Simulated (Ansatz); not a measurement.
# GeH2N: the cost of one run

Computed with Ansatz 0.2.0, Gaussian basis. Level: cc-pVTZ, core rule «outside noble gas», up to 15 orbitals frozen.

Plan: UHF; CCSD(T) on ROHF; CCSD(T) on UHF; BCCD(T) on ROHF; CCSDT(Q) on ROHF; CCSDT(Q) on UHF; CASSCF and MRCISD+Q, 11 electrons in 10 orbitals; CASSCF and NEVPT2, 11 electrons in 10 orbitals.

5 further runs of the same task are left out: 5 set aside as unsound or not needed.

## (1) The geometry

The geometry is a PBE0/def2-TZVP stationary point (not a proven minimum) of the parent state, kept for this charge and spin. No spin-orbit coupling is included. The filled d shell of Ge may be among the frozen orbitals whatever the setting's name suggests; the logs give the count.

4 atoms, charge 0, spin multiplicity 2.

Atoms are counted from 1 here; the program's logs count them from 0.

Bond lengths: Ge1–N2 1.945 Å, Ge1–H3 1.555 Å, Ge1–H4 1.555 Å. Angles: N2–Ge1–H3 106.3°, N2–Ge1–H4 106.3°, H3–Ge1–H4 108.1°.

## (2) UHF

in.yaml reads:

```yaml
crystal:
  periodic: [false, false, false]
  atoms:
    - {symbol: Ge, position_ang: [-0.034571, 0.000000, 0.295847]}
    - {symbol: N, position_ang: [0.072436, 0.000001, -1.645848]}
    - {symbol: H, position_ang: [0.742421, -1.258240, 0.775123]}
    - {symbol: H, position_ang: [0.742420, 1.258240, 0.775124]}
basis:
  gaussian: {orbitals: cc-pVTZ}
magnetization: {spin_polarized: true, initial_magnetization: 1}
hamiltonian: {xc: hf}
output: {orbitals: {seedname: orbitals}}
```

Launch:

```
> ansatz run in.yaml --threads 1 --pin off --events-out ev --progress --plain --max-ram 3968MiB --backend cpu
```

What time and memory should one allow on 1 thread of AMD EPYC 7R13, shared host?

About 8.5 s, with a peak of 0.29 GiB.
